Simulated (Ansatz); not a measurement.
# CuCH3 (singlet): the correlation ladder, def2-SVP

How much of the correlation energy of CuCH3 (singlet) does each wave-function method recover here?

The runs use Ansatz 0.2.0, Gaussian basis; def2-SVP, core rule «outside noble gas», up to 10 orbitals frozen.

The runs, in order: UHF; CCSD(T) on RHF; CISD; CCSDT(Q) on RHF; CASSCF and MRCISD+Q, 8 electrons in 8 orbitals; CASSCF and NEVPT2, 8 electrons in 8 orbitals.

5 further runs of the same task are left out: 2 that didn't finish, 3 set aside as unsound or not needed.

## Step 1: The geometry

The geometry is a PBE0/def2-TZVP stationary point (not a proven minimum).

5 atoms, charge 0, spin multiplicity 1.

Atoms are counted from 1 here; the program's logs count them from 0.

Bond lengths: Cu1–C2 1.901 Å, C2–H3 1.091 Å, C2–H4 1.091 Å, C2–H5 1.091 Å. Angles: Cu1–C2–H3 108.7°, Cu1–C2–H4 108.7°, Cu1–C2–H5 108.7°, H3–C2–H4 110.2°, H3–C2–H5 110.2°, H4–C2–H5 110.2°.

## Step 2: UHF

in.yaml reads:

```yaml
crystal:
  periodic: [false, false, false]
  atoms:
    - {symbol: Cu, position_ang: [-0.377161, 0.002910, 0.002316]}
    - {symbol: C, position_ang: [1.523640, -0.011756, -0.009355]}
    - {symbol: H, position_ang: [1.866198, -1.047900, -0.006366]}
    - {symbol: H, position_ang: [1.883641, 0.506670, 0.880916]}
    - {symbol: H, position_ang: [1.872582, 0.497849, -0.909073]}
basis:
  gaussian: {orbitals: def2-SVP}
magnetization: {spin_polarized: true, initial_magnetization: 0}
hamiltonian: {xc: hf}
output: {orbitals: {seedname: orbitals}}
```

Command:

```bash
$ ansatz run in.yaml --threads 1 --pin off --events-out ev --progress --plain --max-ram 2393MiB
```

Further steps of the session: CCSD(T) on RHF; CISD; CCSDT(Q) on RHF; CASSCF and MRCISD+Q, 8 electrons in 8 orbitals; CASSCF and NEVPT2, 8 electrons in 8 orbitals.

Q: Predict the results of all the runs planned. Wanted: RCCSDT(Q) below the RHF energy; RMP2 from RCCSDT(Q); RCCSD from RCCSDT(Q); RCCSD(T) from RCCSDT(Q); MRCISD+Q frontier from RCCSDT(Q); T1 diagnostic.

The runs gave:

```
                         quantity        value
   RCCSDT(Q) below the RHF energy  -12.7650 eV
              RMP2 from RCCSDT(Q)    -46.7 meV
             RCCSD from RCCSDT(Q)   +483.4 meV
          RCCSD(T) from RCCSDT(Q)    -33.4 meV
 MRCISD+Q frontier from RCCSDT(Q)   +171.0 meV
levels within 1 kcal/mol (43 meV)     RCCSD(T)
                    T1 diagnostic        0.036
```

RCCSD(T) misses by -33.4 meV, 0.3 % of the correlation energy. These misses are within one basis, not against nature.
